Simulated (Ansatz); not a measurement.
# Al10Sb9 zinc blende ring sphere (Al₁₀Sb₉Cl₃): the relaxed shape and its frontier levels

What does Al10Sb9 zinc blende ring sphere (Al₁₀Sb₉Cl₃) look like as a singlet, and where do its frontier electrons sit?

Computed with Ansatz 0.2.0, Gaussian basis. Level: RKS PBE0-D4/def2-SVP.

Levels to be run: relaxation at PBE-D4/def2-SVP; a single point at PBE0-D4/def2-SVP.

6 further runs of the same task are left out: 2 for a known fault of the program, 4 set aside as unsound or not needed.

## Step 1: The starting structure

22 atoms, charge 0, spin multiplicity 1.

Atoms are counted from 1 here; the program's logs count them from 0.

Bond lengths: Al1–Sb11 2.697 Å, Al1–Sb12 2.675 Å, Al2–Sb12 2.688 Å, Al2–Sb13 2.641 Å, Al2–Cl20 2.221 Å, Al3–Sb11 2.628 Å, Al3–Sb15 2.646 Å, Al4–Sb12 2.648 Å, Al4–Sb15 2.670 Å, Al4–Sb16 2.648 Å, Al5–Sb15 2.643 Å, Al5–Sb17 2.686 Å, Al5–Cl21 2.205 Å, Al6–Sb14 2.655 Å, Al6–Sb15 2.675 Å, Al6–Sb18 2.651 Å, Al7–Sb16 2.658 Å, Al7–Sb17 2.658 Å and more. Angles: Sb11–Al1–Sb12 108.9°, Sb12–Al2–Sb13 108.0°, Sb12–Al2–Cl20 108.8°, Sb13–Al2–Cl20 109.7°, Sb11–Al3–Sb15 110.1°, Sb12–Al4–Sb15 109.3°, Sb12–Al4–Sb16 108.9°, Sb15–Al4–Sb16 109.7°, Sb15–Al5–Sb17 109.5°, Sb15–Al5–Cl21 109.6°, Sb17–Al5–Cl21 109.5°, Sb14–Al6–Sb15 109.2°, Sb14–Al6–Sb18 109.5°, Sb15–Al6–Sb18 109.6°, Sb16–Al7–Sb17 109.4°, Sb12–Al8–Sb14 108.6°, Sb12–Al8–Sb19 109.2°, Sb14–Al8–Sb19 109.3° and more.

Sb takes a core potential in the def2 sets. No spin-orbit coupling is included.

The start is a built from a lattice or polyhedron geometry.

## Step 2: Relaxation at PBE-D4/def2-SVP

File in.yaml:

```yaml
crystal:
  periodic: [false, false, false]
  atoms:
    - {symbol: Al, position_ang: [-3.657500, -0.719900, -2.611900]}
    - {symbol: Al, position_ang: [-3.682300, 2.351300, 0.459900]}
    - {symbol: Al, position_ang: [-0.600800, -3.793500, -2.611400]}
    - {symbol: Al, position_ang: [-0.588300, -0.731800, 0.461400]}
    - {symbol: Al, position_ang: [2.466200, -3.804700, 0.445900]}
    - {symbol: Al, position_ang: [2.486300, -0.731700, -2.621200]}
    - {symbol: Al, position_ang: [2.465600, -0.736100, 3.523300]}
    - {symbol: Al, position_ang: [-0.596900, 2.357100, -2.601700]}
    - {symbol: Al, position_ang: [2.436600, 2.309400, 0.450600]}
    - {symbol: Al, position_ang: [-0.599100, 2.340900, 3.526400]}
    - {symbol: Sb, position_ang: [-2.096000, -2.283900, -4.157500]}
    - {symbol: Sb, position_ang: [-2.097100, 0.812400, -1.071900]}
    - {symbol: Sb, position_ang: [-2.135400, 3.848000, 1.990700]}
    - {symbol: Sb, position_ang: [0.943900, 0.784300, -4.162100]}
    - {symbol: Sb, position_ang: [0.941200, -2.281400, -1.083300]}
    - {symbol: Sb, position_ang: [0.943700, 0.803300, 1.980600]}
    - {symbol: Sb, position_ang: [4.021200, -2.253900, 1.993000]}
    - {symbol: Sb, position_ang: [4.000000, 0.813700, -1.089300]}
    - {symbol: Sb, position_ang: [0.955500, 3.856700, -1.068100]}
    - {symbol: Cl, position_ang: [-4.944700, 1.037300, 1.730200]}
    - {symbol: Cl, position_ang: [1.196400, -5.079900, 1.720200]}
    - {symbol: Cl, position_ang: [-1.891000, 1.059000, 4.797900]}
basis:
  gaussian: {orbitals: def2-SVP, fitting: {mean_field: def2-universal-jkfit}}
hamiltonian: {xc: pbe, dispersion: d4}
scf: {lower_state_search: "off"}
output: {orbitals: {seedname: orbitals}}
relax: {f_tol: 0.03, max_steps: 70}
```

Command:

```sh
> ansatz run in.yaml --threads 2 --pin off --events-out ev --progress --plain --max-ram 32768MiB --backend cuda --devices 0, --max-vram 18GiB
```

Standard output, shortened:

```text
Functional definition: PBE
  name "PBE"
  cite "Perdew, Burke & Ernzerhof, Phys. Rev. Lett. 77, 3865 (1996) doi:10.1103/PhysRevLett.77.3865"
  parent pbe
[...]
3626 factors; integrals over basis functions are off by at most 2.8e-2 eV
[...]
mean field -162304.18890655 eV, -5964.5689285850 hartree, gradient 3.0e-6 eV, S^2 0.000000; 0 other end points of the search recorded, 0 dependent functions left out
[...]
reference -162304.18897741 eV, -5964.5689311894 hartree; 194, 194 occupied and 274, 274 virtual orbitals, 3626 factors
relax step   1: F+E_penalty+E_count = -162307.14604344 eV  Δ(F+E_penalty+E_count) = +0.000e0 eV  max|allowed force component| = 1.544e0 eV/Å  Δτ_max = 0.0000 Å  (84 SCF iters, accepted)
[...]
relax step  11: F+E_penalty+E_count = -162315.70110374 eV  Δ(F+E_penalty+E_count) = -2.759e-1 eV  max|allowed force component| = 3.555e-1 eV/Å  Δτ_max = 0.1959 Å  (34 SCF iters, accepted)
[...]
relax step  21: F+E_penalty+E_count = -162316.65564469 eV  Δ(F+E_penalty+E_count) = -7.592e-2 eV  max|allowed force component| = 2.571e-1 eV/Å  Δτ_max = 0.1914 Å  (27 SCF iters, accepted)
[...]
relax step  31: F+E_penalty+E_count = -162317.95060177 eV  Δ(F+E_penalty+E_count) = -2.047e-1 eV  max|allowed force component| = 3.100e-1 eV/Å  Δτ_max = 0.1949 Å  (30 SCF iters, accepted)
[...]
Atom 7 at    -0.384197     1.726543    -2.229923 Å, force    -0.003163    -0.001388    -0.000470 eV/Å
Atom 8 at     0.994018     1.167493     0.180303 Å, force     0.002525     0.002780    -0.001456 eV/Å
Atom 9 at     0.378472     2.053638     3.188808 Å, force     0.009586     0.000617    -0.017776 eV/Å
Atom 10 at    -0.936641    -1.180782    -4.883058 Å, force    -0.002063    -0.001487    -0.000363 eV/Å
Atom 11 at    -2.858768     0.912601    -1.550574 Å, force    -0.000389    -0.003885     0.002295 eV/Å
Atom 12 at    -1.305625     3.541379     1.685233 Å, force    -0.001511    -0.002409     0.001903 eV/Å
Atom 13 at     1.078314     0.842499    -4.292041 Å, force     0.002945     0.000881     0.000614 eV/Å
Atom 14 at     0.912167    -2.849312    -1.312123 Å, force     0.004064     0.001649    -0.001381 eV/Å
Atom 15 at    -0.438915    -0.552746     1.970295 Å, force    -0.005986    -0.001726     0.001999 eV/Å
Atom 16 at     3.738929    -1.614699     1.873833 Å, force    -0.004178    -0.001142    -0.001091 eV/Å
Atom 17 at     3.608251     0.445277    -0.194720 Å, force     0.000606     0.001898     0.002585 eV/Å
Atom 18 at     0.519894     3.647768    -0.570728 Å, force     0.007364    -0.000359    -0.004976 eV/Å
Atom 19 at    -4.231216     0.598343     2.198495 Å, force    -0.002268     0.001663     0.000671 eV/Å
Atom 20 at     0.727527    -4.380730     2.413880 Å, force    -0.003574    -0.007436     0.003641 eV/Å
Atom 21 at    -0.157287     1.913875     5.262324 Å, force    -0.004739    -0.003077     0.017571 eV/Å
Dipole moment:     0.335468     0.026832    -0.976745 e Å
Checks for a lower state left out: stability, starts, cluster_reference, orbital_swaps, neighbouring_geometries, increment
```

It took 3.2 min on 1 × H100 (card shared with other runs) with 2 threads of AMD EPYC 7R13, shared host; peak host memory 1.2 GiB.

Step by step: (not every step is listed)

| step | energy from step 1 (eV) | largest force component (eV/Å) |
| --- | --- | --- |
| 1 | 0.0000 | 1.5439 |
| 2 | -2.0588 | 1.1823 |
| 3 | -3.7779 | 0.7127 |
| 4 | -4.9435 | 0.5780 |
| 5 | -5.9013 | 0.5024 |
| 6 | -6.4810 | 0.4077 |
| 7 | -7.0367 | 0.3528 |
| 8 | -7.4977 | 0.3068 |
| 9 | -7.9504 | 0.4136 |
| 11 | -8.5551 | 0.3555 |
| 13 | -8.9623 | 0.4750 |
| 15 | -9.1150 | 0.2069 |
| 17 | -9.2444 | 0.1715 |
| 19 | -9.3654 | 0.1730 |
| 21 | -9.5096 | 0.2571 |
| 23 | -9.6885 | 0.1768 |
| 25 | -9.9335 | 0.3242 |
| 27 | -10.2090 | 0.2596 |
| 29 | -10.4447 | 0.1530 |
| 31 | -10.8046 | 0.3100 |
| 33 | -11.2165 | 0.4279 |
| 35 | -11.2969 | 0.2424 |
| 36 | -11.3221 | 0.1343 |
| 37 | -11.3268 | 0.0554 |
| 38 | -11.3283 | 0.0166 |
| 39 | -11.3290 | 0.0159 |
| 40 | -11.3294 | 0.0178 |

The force was under the threshold of 0.03 eV/Å already at step 38, but the program went on to step 40.

Distances of close pairs at the start and the end, largest changes first:

| bond | before (Å) | after (Å) | change (Å) |
| --- | --- | --- | --- |
| Al5–Sb16 | 5.090 | 2.722 | -2.368 |
| Al2–Sb16 | 5.110 | 2.759 | -2.350 |
| Al7–Sb18 | 5.102 | 2.928 | -2.174 |
| Al1–Al3 | 4.335 | 2.512 | -1.822 |
| Al7–Al10 | 4.343 | 2.570 | -1.773 |
| Al7–Al9 | 4.326 | 2.719 | -1.607 |
| Al4–Al6 | 4.354 | 2.775 | -1.579 |
| Al4–Al9 | 4.289 | 2.717 | -1.573 |

Bonds by kind at the end (by distance):

| bond | count | shortest (Å) | longest (Å) |
| --- | --- | --- | --- |
| Al–Sb | 27 | 2.629 | 3.083 |
| Al–Al | 8 | 2.512 | 2.839 |
| Sb–Sb | 3 | 2.904 | 2.922 |
| Al–Cl | 3 | 2.140 | 2.146 |

## Step 3: Single point, PBE0-D4/def2-SVP

start.molden holds the orbitals of an earlier run on this state, given as this run's starting guess.

File in.yaml:

```yaml
crystal:
  periodic: [false, false, false]
  atoms:
    - {symbol: Al, position_ang: [-2.832494, -1.309822, -2.955190]}
    - {symbol: Al, position_ang: [-2.441351, 1.171092, 1.175412]}
    - {symbol: Al, position_ang: [-1.080364, -3.109473, -3.010249]}
    - {symbol: Al, position_ang: [-0.728725, -0.695850, -0.789426]}
    - {symbol: Al, position_ang: [1.287969, -2.578016, 1.401076]}
    - {symbol: Al, position_ang: [1.743216, -0.402393, -2.015774]}
    - {symbol: Al, position_ang: [2.374326, 0.609915, 2.455845]}
    - {symbol: Al, position_ang: [-0.384197, 1.726543, -2.229923]}
    - {symbol: Al, position_ang: [0.994018, 1.167493, 0.180303]}
    - {symbol: Al, position_ang: [0.378472, 2.053638, 3.188808]}
    - {symbol: Sb, position_ang: [-0.936641, -1.180782, -4.883058]}
    - {symbol: Sb, position_ang: [-2.858768, 0.912601, -1.550574]}
    - {symbol: Sb, position_ang: [-1.305625, 3.541379, 1.685233]}
    - {symbol: Sb, position_ang: [1.078314, 0.842499, -4.292041]}
    - {symbol: Sb, position_ang: [0.912167, -2.849312, -1.312123]}
    - {symbol: Sb, position_ang: [-0.438915, -0.552746, 1.970295]}
    - {symbol: Sb, position_ang: [3.738929, -1.614699, 1.873833]}
    - {symbol: Sb, position_ang: [3.608251, 0.445277, -0.194720]}
    - {symbol: Sb, position_ang: [0.519894, 3.647768, -0.570728]}
    - {symbol: Cl, position_ang: [-4.231216, 0.598343, 2.198495]}
    - {symbol: Cl, position_ang: [0.727527, -4.380730, 2.413880]}
    - {symbol: Cl, position_ang: [-0.157287, 1.913875, 5.262324]}
basis:
  gaussian: {orbitals: def2-SVP, fitting: {mean_field: def2-universal-jkfit}, initial_orbitals: start.molden}
hamiltonian: {xc: pbe0, dispersion: d4}
scf: {omitted_lower_state_checks: [starts]}
output: {orbitals: {seedname: orbitals}}
```

The command is unchanged.

Standard output:

```text
Functional definition: PBE0
  name "PBE0"
  cite "Adamo & Barone, J. Chem. Phys. 110, 6158 (1999) doi:10.1063/1.478522"
  cite "Perdew, Burke & Ernzerhof, Phys. Rev. Lett. 77, 3865 (1996) doi:10.1103/PhysRevLett.77.3865"
  parent pbe
  parameter a = 0.25
  parameter kappa = 0.804
  parameter beta = 0.06672455060314922
  exchange = (1 - a)*pbe_x(kappa = kappa, mu = beta*pi^2/3) + a*exact_x
  correlation = pbe_c(beta = beta)
these checks for a lower state are left out or cut short: starts
3626 factors; integrals over basis functions are off by at most 3.0e-2 eV
mean field evaluation 1: about -162326.4603 eV, gradient 1.4e1 eV
mean field evaluation 2: about -162326.9254 eV, gradient 5.7e-1 eV
mean field evaluation 4: about -162326.9438 eV, gradient 5.4e-2 eV
mean field -162326.94384759 eV, -5965.4051572446 hartree, gradient 4.9e-5 eV, S^2 0.000000; 0 other end points of the search recorded, 0 dependent functions left out
reference -162326.94389551 eV, -5965.4051590054 hartree; 194, 194 occupied and 274, 274 virtual orbitals, 3626 factors
Total energy: -162329.99950678 eV, -5965.5174506484 hartree
Checks for a lower state left out: starts
```

It took 7.5 s on 1 × H100 (card shared with other runs) with 2 threads of AMD EPYC 7R13, shared host; peak host memory 1.1 GiB.

Report: HOMO -5.85 eV, LUMO -3.93 eV.

Mulliken charges, from this run's orbitals:

Al1 0.26; Al2 0.47; Al3 0.25; Al4 -0.56; Al5 0.46; Al6 0.17; Al7 0.16; Al8 0.18; Al9 -0.54; Al10 0.47; Sb11 -0.09; Sb12 -0.08; Sb13 -0.06; Sb14 -0.01; Sb15 -0.10; Sb16 -0.23; Sb17 -0.05; Sb18 0.02; Sb19 0.08; Cl20 -0.26; Cl21 -0.27; Cl22 -0.27

Largest Mayer bond orders: Al2–Cl20 1.16; Al5–Cl21 1.15; Al10–Cl22 1.12; Al9–Sb19 1.00; Al6–Sb14 0.91; Al7–Sb17 0.91; Al8–Sb14 0.90; Al3–Sb11 0.87; Sb17–Sb18 0.85; Al5–Sb17 0.85.

## Step 4: Outcome

```
                      quantity                             value
                   point group                                C1
                commonest bond  Al–Sb, 27 of mean length 2.745 Å
HOMO, LUMO at PBE0-D4/def2-SVP                   -5.85, -3.93 eV
     dipole at PBE-D4/def2-SVP                            4.96 D
```

What this shows: The relaxation broke 0 and made 14 bonds, so the end is another structure than the start. No usable vibrations, so a minimum isn't proven. Whether this spin is the lowest isn't tested here. The point group is read from a loosely relaxed geometry; soft torsions can leave it below the true symmetry.
